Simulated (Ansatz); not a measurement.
This script makes an equation of state with a fit of Cu, space group I4/mmm with Ansatz 0.2.0, Python API.

`cu_eos.py`:
```python
import ansatz
import numpy as np
from scipy.optimize import curve_fit

VECTORS = np.array([
    [-1.442793, 1.442793, 1.376081],
    [1.442793, -1.442793, 1.376081],
    [1.442793, 1.442793, -1.376081],
])
SITES = [
    ("Cu", (0.0, 0.0, 0.0)),
]


def build(cell):
    crystal = ansatz.Crystal(lattice=ansatz.Lattice.of(cell))
    for symbol, position in SITES:
        crystal = crystal.atom(symbol, position)
    return crystal

def vinet(v, e0, v0, b0, b1):
    eta = (v / v0) ** (1 / 3)
    return e0 + 2 * b0 * v0 / (b1 - 1) ** 2 * (2 - (5 + 3 * b1 * (eta - 1) - 3 * eta) * np.exp(-1.5 * (b1 - 1) * (eta - 1)))

volumes, energies, pressures = [], [], []
for scale in np.linspace(0.9, 1.1, 9):
    cell = VECTORS * scale ** (1 / 3)
    setup = (
        build(cell).calculation()
        .functional(ansatz.Functional.PBESOL)
        .pseudopotentials("paw")
        .basis(420)
        .occupations("fermi_dirac", width=0.05)
        .kpoints(14, 14, 14)
        .stress()
    )
    rep = setup.run().report
    volumes.append(abs(np.linalg.det(cell)) / len(SITES))
    energies.append(rep["free_energy_ev"] / len(SITES))
    pressures.append(np.trace(rep["stress_gpa"]) / 3)
    print(f"V = {volumes[-1]:8.4f} A^3/atom  F = {energies[-1]:.5f} eV/atom  P = {pressures[-1]:8.3f} GPa")

guess = (min(energies), volumes[int(np.argmin(energies))], 0.5, 4.5)
(e0, v0, b0, b1), _ = curve_fit(vinet, np.array(volumes), np.array(energies), p0=guess, maxfev=20000)
print(f"Vinet fit: V0 = {v0:.4f} A^3/atom, B0 = {160.21766 * b0:.1f} GPa, B1 = {b1:.2f}")
print("largest residual", round(1000 * float(np.abs(vinet(np.array(volumes), e0, v0, b0, b1) - energies).max()), 3), "meV/atom")
```

Its results, one of them left out:

| V (Å³/atom) | F less the lowest row shown (meV/atom) |
| --- | --- |
| 10.312 | 59.63 |
| 10.599 | 29.47 |
| 10.885 | 10.50 |
| 11.172 | 1.13 |
| 11.458 | 0.00 |
| 11.745 | 5.97 |
| 12.031 | 18.02 |
| 12.317 | 35.31 |
| 12.604 | ? |

What is the missing energy at 12.604 Å³ an atom?

A third-order Birch-Murnaghan fit, E = E0 + (9 V0 B0 / 16) [(t - 1)³ B' + (t - 1)² (6 - 4t)] with t = (V0/V)^(2/3), through the 8 rows shown gives V0 = 11.356 Å³, B0 = 165.6 GPa, B' = 5.00 and E0 = -0.47 meV. At V = 12.604 Å³, t = 0.93284, and the fit extrapolates to 57.09 meV. The run gave 57.07 meV, a miss of 0.01 meV.

Caveats:
- Shape and fractional positions are held along the curve, so the bulk modulus is an upper value where they are free to relax.
- The mesh is modest for a metal, so energies can be off by several to tens of meV an atom and pressures by half a GPa or more; differences at equal mesh fare better.
- Pressure is positive in compression.
- This isn't the structure that Cu takes at ambient conditions.
- Run time: 11 s on 1 thread of Intel(R) Xeon(R) 6975P-C (Granite Rapids) (shared host), peak memory 0.45 GiB.
